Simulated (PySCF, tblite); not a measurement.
# C8H11NSi: geometry, infrared bands and NMR shifts

Wanted: the infrared bands and NMR shifts of C8H11NSi (`c1cc(C2C[SiH2]C2)ccn1`), by calculation.

Computed with tblite 0.8.0 and PySCF 2.14.0, with density-fitted response routines of our own, on a single molecule in the gas phase. Atoms count from 0, in the outputs and in this text.

## 1. The molecule as given

21 atoms, charge 0, multiplicity 1; geometry from: force field or distance geometry start.

Bonds of the start (Å): C0–C1 1.38, C1–C2 1.41, C2–C3 1.59, C3–C4 1.57, C4–Si5 1.88, Si5–C6 1.88, C2–C7 1.40, C7–C8 1.39, C8–N9 1.35, N9–C0 1.35, C6–C3 1.58, C0–H10 1.09, C1–H11 1.09, C3–H12 1.10, C4–H13 1.10, C4–H14 1.10, Si5–H15 1.50, Si5–H16 1.48, C6–H17 1.10, C6–H18 1.09, C7–H19 1.09, C8–H20 1.08.

## 2. Relaxing the molecule with GFN2-xTB

The job: settings as JSON, then the geometry in Å.

```
{"job": {"kind": "relax", "xc": "GFN2-xTB", "basis": "xTB"}, "charge": 0, "multiplicity": 1}
C     -2.692000     0.198300     1.305600
C     -1.358800     0.397300     1.016700
C     -0.725800    -0.335500    -0.002500
C      0.810500    -0.149900    -0.386500
C      1.299500     1.303100    -0.710200
Si     3.017100     0.807800    -0.116300
C      1.853200    -0.367800     0.785800
C     -1.557500    -1.224500    -0.695800
C     -2.897200    -1.361300    -0.352200
N     -3.494400    -0.661800     0.641800
H     -3.192100     0.754200     2.100600
H     -0.789500     1.104500     1.615000
H      1.036000    -0.837000    -1.209200
H      1.239000     1.577300    -1.776400
H      0.853600     2.108000    -0.108400
H      3.695000     1.809600     0.763000
H      3.851500     0.149600    -1.149800
H      1.543000     0.006700     1.766900
H      2.213700    -1.392900     0.907300
H     -1.158800    -1.826700    -1.506400
H     -3.555000    -2.042200    -0.879100
```

Command:

```console
> OMP_NUM_THREADS=1 python probes_run.py task.json out
```

This one command runs all jobs of the session in turn.

**Question.** This job is followed by: GFN2-xTB harmonic vibrations, gas phase; GIAO PBE0/pcSseg-1 NMR shielding, non-relativistic, gas phase. What will the session give for the following? strongest single infrared mode (GFN2-xTB); zero-point energy (GFN2-xTB); 13C shifts against TMS (PBE0/pcSseg-1, means over atoms taken as alike); 1H shifts against TMS (PBE0/pcSseg-1, means over atoms taken as alike); 29Si shifts against TMS (PBE0/pcSseg-1); 15N shifts against NH3 (PBE0/pcSseg-1); surface potential, 1st and 99th percentile.

**Answer**, as computed:

```
                                                               quantity                                         value
                              strongest single infrared mode (GFN2-xTB)                         2254 cm⁻¹, 364 km/mol
                                           zero-point energy (GFN2-xTB)                                103.0 kcal/mol
13C shifts against TMS (PBE0/pcSseg-1, means over atoms taken as alike)           168.1, 156.1, 126.0, 42.1, 20.6 ppm
 1H shifts against TMS (PBE0/pcSseg-1, means over atoms taken as alike)  8.93, 7.39, 5.09, 4.93, 3.49, 2.22, 1.48 ppm
                                29Si shifts against TMS (PBE0/pcSseg-1)                                     -37.6 ppm
                                 15N shifts against NH3 (PBE0/pcSseg-1)                                     353.9 ppm
                                  surface potential, 1st and 99th percentile                            -1.78 V and 1.10 V
```

In words: The optimisation took 83 steps and gained 0.502 eV; among the close pairs (by a distance rule), C2–C3 changed most, from 1.594 to 1.494 Å. All 57 modes are real, so the xTB geometry is a minimum. The strongest single mode, at 2254 cm⁻¹, moves mainly H15. Unscaled tight-binding wavenumbers are off by several per cent, some by more. Its intensities can rank the bands wrongly. At PBE0/pcSseg-1: Shielding is most anisotropic at N9 (span 708 ppm, paramagnetic term -419 ppm). NICS(1)zz of -27 ppm above the planar ring from C0 marks a diatropic (aromatic) ring current. At PBE0/pcSseg-1, counted by nearest atom on the grid, the HOMO lies on N9 63 %, the LUMO on C2 23 %; N9 19 %.
